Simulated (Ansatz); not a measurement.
**C3H8BF2N: up Jacob's ladder to CCSD(T)**

The task here is to estimate one member of a computed series from the others.

The runs use Ansatz 0.2.0, Gaussian basis; functionals in def2-TZVPP, the program's frozen cores in correlated methods.

Levels to be run: LDA (SPW92), PBE-D4, revPBE-D4, BLYP-D4, r2SCAN-D4, B97M-V, PBE0-D4, B3LYP-D4, r2SCANh-D4, r2SCAN0-D4, HSE06-D4, BHLYP-D4, CAM-B3LYP-D4, LC-ωPBE, ωB97X-V, ωB97M-V, B2PLYP, PBE-QIDH; CCSD(T)/def2-SVP; MP2/def2-TZVPP; MP2/def2-QZVPP; RPA on PBE.

### The relaxed structure

An earlier PBE0-D4 in a triple-zeta def2 set relaxation fixed the geometry.

SMILES `CCN(C)B(F)F`, 15 atoms, charge 0, spin multiplicity 1.

Atoms are counted from 1 here; the program's logs count them from 0.

Bond lengths: C1–C2 1.513 Å, C1–H8 1.090 Å, C1–H9 1.092 Å, C1–H10 1.090 Å, C2–N3 1.453 Å, C2–H11 1.099 Å, C2–H12 1.099 Å, N3–C4 1.448 Å, N3–B5 1.395 Å, C4–H13 1.096 Å, C4–H14 1.088 Å, C4–H15 1.096 Å, B5–F6 1.337 Å, B5–F7 1.332 Å. Angles: C2–C1–H8 112.0°, C2–C1–H9 108.4°, C2–C1–H10 112.0°, H8–C1–H9 108.1°, H8–C1–H10 108.1°, H9–C1–H10 108.1°, C1–C2–N3 116.9°, C1–C2–H11 109.1°, C1–C2–H12 109.1°, N3–C2–H11 107.8°, N3–C2–H12 107.7°, H11–C2–H12 105.8°, C2–N3–C4 111.8°, C2–N3–B5 128.1°, C4–N3–B5 120.1°, N3–C4–H13 110.7°, N3–C4–H14 110.6°, N3–C4–H15 110.6° and more.

Set-up of the first run:

File in.yaml:

```yaml
crystal:
  periodic: [false, false, false]
  atoms:
    - {symbol: C, position_ang: [-0.009998, -1.959839, -0.134370]}
    - {symbol: C, position_ang: [0.515419, -0.592939, -0.513459]}
    - {symbol: N, position_ang: [-0.102802, 0.552197, 0.133878]}
    - {symbol: C, position_ang: [0.483344, 1.800213, -0.307707]}
    - {symbol: B, position_ang: [-1.132693, 0.556851, 1.075501]}
    - {symbol: F, position_ang: [-1.585975, 1.710320, 1.575854]}
    - {symbol: F, position_ang: [-1.727083, -0.542245, 1.536710]}
    - {symbol: H, position_ang: [-1.067567, -2.072618, -0.374006]}
    - {symbol: H, position_ang: [0.547324, -2.711246, -0.697677]}
    - {symbol: H, position_ang: [0.119782, -2.167988, 0.927905]}
    - {symbol: H, position_ang: [1.593750, -0.552988, -0.306459]}
    - {symbol: H, position_ang: [0.414960, -0.458391, -1.599282]}
    - {symbol: H, position_ang: [1.554965, 1.826857, -0.079029]}
    - {symbol: H, position_ang: [0.003547, 2.643749, 0.183183]}
    - {symbol: H, position_ang: [0.371128, 1.917467, -1.391643]}
basis:
  gaussian: {orbitals: def2-TZVPP}
hamiltonian: {xc: lda}
output: {orbitals: {seedname: orbitals}}
```

Started as:

```bash
> ansatz run in.yaml --threads 4 --pin off --events-out ev --progress --plain --max-ram 11315MiB
```

Among the steps run: LDA; PBE-D4 (GGA); revPBE-D4 (GGA); BLYP-D4 (GGA); r2SCAN-D4 (meta-GGA); B97M-V (meta-GGA); B3LYP-D4 (hybrid); r2SCANh-D4 (hybrid); r2SCAN0-D4 (hybrid); HSE06-D4 (hybrid); BHLYP-D4 (hybrid); CAM-B3LYP-D4 (range-separated); LC-ωPBE (range-separated); ωB97X-V (range-separated); ωB97M-V (range-separated); B2PLYP (double hybrid); PBE-QIDH (double hybrid).

One of the session's tables, all rows but one given; the rest of the session is left out.

It belongs to the step «Frontier levels by functional». 

```
  functional  HOMO (eV)  LUMO (eV)  gap (eV)
 LDA (SPW92)      -6.10      -0.12      5.97
      PBE-D4      -5.95       0.05      6.01
   revPBE-D4      -5.89       0.15      6.04
     BLYP-D4      -5.85       0.04      5.89
   r2SCAN-D4          ?          ?         ?
      B97M-V      -6.33       0.21      6.54
     PBE0-D4      -7.31       0.83      8.14
    B3LYP-D4      -7.10       0.49      7.59
  r2SCANh-D4      -6.71       0.95      7.66
  r2SCAN0-D4      -7.48       1.27      8.75
    HSE06-D4      -6.90       0.47      7.37
    BHLYP-D4      -8.61       1.38      9.98
CAM-B3LYP-D4      -8.71       1.54     10.25
     LC-ωPBE     -10.04       2.84     12.88
     ωB97X-V      -9.70       2.62     12.32
     ωB97M-V      -9.61       2.15     11.76
```

Estimate the missing values for r2SCAN-D4.

Worked estimate for «HOMO (eV)». Against the share of exact exchange, r2SCANh-D4 (0.1, -6.71), r2SCAN0-D4 (0.25, -7.48) give a slope of -5.13 per unit share; at 0 the line stands at -6.20.

**Answer.** HOMO (eV): -6.20; LUMO (eV): 0.73; gap (eV): 6.93. In «HOMO (eV)» the line misses by 0.00.
